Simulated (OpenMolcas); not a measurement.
# BHSClF (SMILES FB(S)Cl) at 5 levels

Aim: a comparison of 5 runs (HF/STO-3G, HF/def2-SVPD, B3LYP/6-31G*, BLYP/def2-SVP) of BHSClF. 

The results are computed with OpenMolcas 26.06.

1 further run of the same task is left out (set aside as unsound or not needed).

### Step 1. The system as given

BHSClF has 5 atoms, charge 0, and is taken as a singlet. As SMILES, `FB(S)Cl`. The coordinates come from a PBE0-D4/def2-TZVP relaxation. This is one conformer, not always the lowest.

Bond lengths: F1–B2 1.319 Å, B2–S3 1.794 Å, B2–Cl4 1.749 Å, S3–H5 1.344 Å. Angles: F1–B2–S3 121.9°, F1–B2–Cl4 118.8°, S3–B2–Cl4 119.3°, B2–S3–H5 95.1°.

### Step 2. Energy and forces at HF/STO-3G (run 1)

Contents of mol.xyz:

```xyz
5

F     -0.530000    -1.166500     0.714900
B     -0.425100    -0.151000    -0.119600
S      1.059600     0.851000    -0.211000
Cl    -1.776300     0.224400    -1.165000
H      1.721700     0.168500     0.739200
```

Contents of calc.inp:

```
* BClFHS Hartree-Fock
&GATEWAY
BasLib
$CurrDir
Coord
mol.xyz
Basis
STO-3G
Group
NoSym
&SEWARD
&SCF
Thresholds
1e-10 1e-07 1e-07 1e-05
PrOrbitals
1 1
&ALASKA
```

The basis set STO-3G is read from a file made from the Basis Set Exchange's data (not shown).

Run with:

```bash
$ export MOLCAS_MEM=1860
$ pymolcas calc.inp > calc.log
```

The log of the run:

```text
--- Start Module: gateway ---
[...]
--- Stop Module: gateway /rc=_RC_ALL_IS_WELL_ ---
[...]
      Basis functions           29
[...]
--- Start Module: scf ---
[...]
       Convergence after  12 Iterations
[...]
::    Total SCF energy                               -970.8820076200
[...]
      Total spin, S                                     0.0000000000
[...]
      Total electronic charge=   48.000000
      Total            charge=   -0.000000
[...]
      Dipole Moment (debye):
      Origin of the operator (angstrom)=   -0.4211    0.1164   -0.3519
                   X=  1.8626E+00               Y= -5.5559E-01               Z=  1.4751E+00           Total=  2.4400E+00
      Quadrupole Moment (debye*angstrom):
[...]
--- Stop Module: scf /rc=_RC_ALL_IS_WELL_ ---
--- Start Module: alaska ---
[...]
 *              Molecular gradients               *
 **************************************************
  Irreducible representation: a
 ------------------------------------------------------------------------------------------
                              X                       Y                       Z
 ------------------------------------------------------------------------------------------
  F1               -9.32275231868562E-04   -1.60219840642668E-02    1.35381794976954E-02
  B2               -3.30134247531166E-02    1.37441765683964E-02   -2.95331261218736E-02
  S3                5.58509282377884E-03    1.27767107774357E-02   -8.26253953244338E-03
  CL4               2.41808381269735E-02   -5.38726727093675E-03    1.75431506672883E-02
  H5                4.17976903420225E-03   -5.11163601061071E-03    6.71433548932887E-03
 ------------------------------------------------------------------------------------------
--- Stop Module: alaska /rc=_RC_ALL_IS_WELL_ ---
[...]
```

Run time: 2.2 s. Hardware: 1 thread of Intel Xeon 6975P-C (Granite Rapids), shared host; peak memory 0.37 GiB.

### Step 3. Energy and gradient at HF/def2-SVPD (run 2)

Contents of input.xyz:

```xyz
5

F     -0.530000    -1.166500     0.714900
B     -0.425100    -0.151000    -0.119600
S      1.059600     0.851000    -0.211000
Cl    -1.776300     0.224400    -1.165000
H      1.721700     0.168500     0.739200
```

Contents of mol.input:

```
* BClFHS Hartree-Fock
&GATEWAY
BasLib = $CurrDir
Coord = input.xyz
Basis = def2-SVPD
Group = NoSym
&SEWARD
&SCF
Thresholds = 1e-10 1e-07 1e-07 1e-05
PrOrbitals = 0
&ALASKA
```

The basis set def2-SVPD is read from a file made from the Basis Set Exchange's data (not shown).

Run with:

```bash
$ export MOLCAS_MEM=1860
$ pymolcas mol.input > mol.log
```

The log of the run:

```text
--- Start Module: gateway ---
[...]
--- Stop Module: gateway /rc=_RC_ALL_IS_WELL_ ---
[...]
      Basis functions          105
[...]
--- Start Module: scf ---
[...]
       Convergence after  14 Iterations
[...]
::    Total SCF energy                               -981.5184478328
[...]
      Total spin, S                                     0.0000000000
[...]
      Total electronic charge=   48.000000
      Total            charge=   -0.000000
[...]
      Dipole Moment (debye):
      Origin of the operator (angstrom)=   -0.4211    0.1164   -0.3519
                   X=  1.1127E+00               Y=  5.1183E-02               Z=  5.4580E-01           Total=  1.2404E+00
      Quadrupole Moment (debye*angstrom):
[...]
--- Stop Module: scf /rc=_RC_ALL_IS_WELL_ ---
[...]
--- Start Module: alaska ---
[...]
 *              Molecular gradients               *
 **************************************************
  Irreducible representation: a
 ------------------------------------------------------------------------------------------
                              X                       Y                       Z
 ------------------------------------------------------------------------------------------
  F1               -9.57635199021256E-04   -5.29874528666419E-03    4.12611560190257E-03
  B2                1.01720674840459E-03    7.55160613943351E-03   -6.06535915286954E-03
  S3               -7.34433700744930E-03    1.66640128784579E-03   -5.37260745299495E-03
  CL4               7.22777687421683E-03   -4.94259179487422E-04    4.26598407975831E-03
  H5                5.69885837835571E-05   -3.42500296121528E-03    3.04586692416997E-03
 ------------------------------------------------------------------------------------------
--- Stop Module: alaska /rc=_RC_ALL_IS_WELL_ ---
[...]
```

It took 12 s on 1 thread of Intel Xeon 6975P-C (Granite Rapids), shared host; peak memory 0.6 GiB.

Runs 3 to 4 aren't shown in full; the table further down has their settings and results.

### Step 4. Energy and forces at B3LYP/6-31G(d) (Cartesian functions) (run 5)

Contents of calc.inp:

```
* BClFHS Kohn-Sham DFT
>>> EXPORT MOLCAS_PRINT=2

&GATEWAY
 BASLIB = $CurrDir
 COORD
 5
 angstrom
 F       -0.530000      -1.166500       0.714900
 B       -0.425100      -0.151000      -0.119600
 S        1.059600       0.851000      -0.211000
 Cl      -1.776300       0.224400      -1.165000
 H        1.721700       0.168500       0.739200
 BASIS = 6-31Gs
 GROUP = NoSym

&SEWARD
 GRIDINPUT
 Grid=UltraFine
 End of Grid

&SCF
 KSDFT = B3LYP
 THRESHOLDS = 1e-10 1e-07 1e-07 1e-05
 PRORBITALS = 1 1

&ALASKA
```

The basis set 6-31G* is read from a file made from the Basis Set Exchange's data (not shown).

Run with:

```bash
$ export MOLCAS_MEM=1860
$ pymolcas calc.inp > calc.log
```

The log of the run:

```text
--- Start Module: gateway ---
[...]
--- Stop Module: gateway /rc=_RC_ALL_IS_WELL_ ---
[...]
      Basis functions           70
[...]
--- Start Module: scf ---
[...]
       Convergence after  14 Iterations
[...]
::    Total KS-DFT energy                            -983.8071714656
[...]
      Total spin, S                                     0.0000000000
[...]
      Total electronic charge=   48.000000
      Total            charge=   -0.000000
[...]
      Dipole Moment (debye):
      Origin of the operator (angstrom)=   -0.4211    0.1164   -0.3519
                   X=  1.1010E+00               Y= -2.8475E-01               Z=  8.3407E-01           Total=  1.4103E+00
      Quadrupole Moment (debye*angstrom):
[...]
--- Stop Module: scf /rc=_RC_ALL_IS_WELL_ ---
[...]
--- Start Module: alaska ---
[...]
 *              Molecular gradients               *
 **************************************************
  Irreducible representation: a
 ------------------------------------------------------------------------------------------
                              X                       Y                       Z
 ------------------------------------------------------------------------------------------
  F1               -3.46529815382857E-04    3.98808976956744E-03   -3.68952115735510E-03
  B2                9.91390055492314E-04    9.13283029210565E-04   -2.62690375379626E-04
  S3               -4.44711347520865E-03   -4.41655874257307E-03    1.50206142519327E-03
  CL4               6.52926668273324E-03   -1.57007480755222E-03    4.83919334532423E-03
  H5               -2.72701344767068E-03    1.08526075134385E-03   -2.38904323780220E-03
 ------------------------------------------------------------------------------------------
--- Stop Module: alaska /rc=_RC_ALL_IS_WELL_ ---
[...]
```

Wall time 14 s (1 thread of Intel Xeon 6975P-C (Granite Rapids), shared host); peak memory 0.42 GiB.

### Step 5. The series

| run | level | integration grid | Cartesian functions | energy (Eh) | dipole moment (D) | HOMO energy (eV) | LUMO energy (eV) | wall time |
| --- | --- | --- | --- | --- | --- | --- | --- | --- |
| 1 | HF/STO-3G | – | no | -970.882008 | 2.44 | -8.58 | 7.05 | 2.2 s |
| 2 | HF/def2-SVPD | – | no | -981.518448 | 1.24 | -11.27 | 1.71 | 12 s |
| 3 | B3LYP/6-31G* (spherical functions) | UltraFine | no | -983.799490 | 1.42 | -8.01 | -0.56 | 11 s |
| 4 | BLYP/def2-SVP | UltraFine | no | -983.422139 | 1.14 | -6.68 | -0.98 | 11 s |
| 5 | B3LYP/6-31G* (Cartesian functions) | UltraFine | yes | -983.807171 | 1.41 | -8.01 | -0.56 | 14 s |

### Step 6. Summary of results

| quantity | value |
| --- | --- |
| run 5: total energy | -983.80717 Eh |
| run 5: dipole moment | 1.41 D |
| run 5: HOMO energy | -8.01 eV |
| run 5: LUMO energy | -0.56 eV |
| run 5: HOMO–LUMO gap | 7.45 eV |
| run 5: largest force on an atom | 0.426 eV/Å |

In words: The dipole moment (its size) runs from 1.14 D (BLYP/def2-SVP) to 2.44 D (HF/STO-3G). The two ends differ in method and basis. The HOMO–LUMO gap runs from 5.69 eV (BLYP/def2-SVP) to 15.63 eV (HF/STO-3G). Totals of different functionals can't be ranked against each other. In run 1 the basis is minimal, so the values are rough. All runs together took 50 s, the longest 14 s.
